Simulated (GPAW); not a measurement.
Runs of GPAW 26.7.0 on NaFeO3. Symmetry: Pm-3m, No. 221, cubic system. The conventional cell has a = 3.830 Å, b = 3.830 Å, c = 3.830 Å, α = 90.00°, β = 90.00°, γ = 90.00°. Fe (site symmetry m-3m) has 6 O at 1.92 Å as nearest neighbours. Around Na (site symmetry m-3m) lie 12 O at 2.71 Å. O (site symmetry 4/mmm) has 2 Fe at 1.92 Å as nearest neighbours. The cell comes from a database or a generator and needn't be the stable form of this composition.

```tsv
level	gap on the mesh (eV)	pressure (GPa)	moment (μB)	relaxed volume (Å³/atom)
PBEsol	none	-0.1	3.80	10.13
PBEsol+D3	none	-0.1	3.80	10.10
PBEsol+D4	none	-0.2	(b)	10.05
PBEsol+D3(BJ)	none	-0.3	(a)	9.99
PBEsol+D3(BJ)+ATM	none	-0.2	3.78	10.01
```

Alike in all rows: task relaxation of cell and atoms; potentials or basis PAW data sets generated in the run's folder for this functional, pw; spin collinear, ferromagnetic start; cell relaxed; k mesh 5 × 5 × 5; cutoff (eV) 800; smearing fermi-dirac 0.05 eV.

Problem. Estimate the missing entries.

Solution. (a) 3.77; (b) 3.79.

Caveats: each step starts from the last one's moments, so a moment once lost doesn't come back; later steps reuse the first step's grids; a cell with one magnetic atom can't hold antiferromagnetic order, which such compounds often take; semilocal functionals often make such compounds metallic where correlation or magnetic order opens a gap, which also shifts bond lengths; pairwise dispersion overbinds metals, which lowers pressure and volume (some runs).

A gap of «none» marks a metal or a gap under the smearing width.
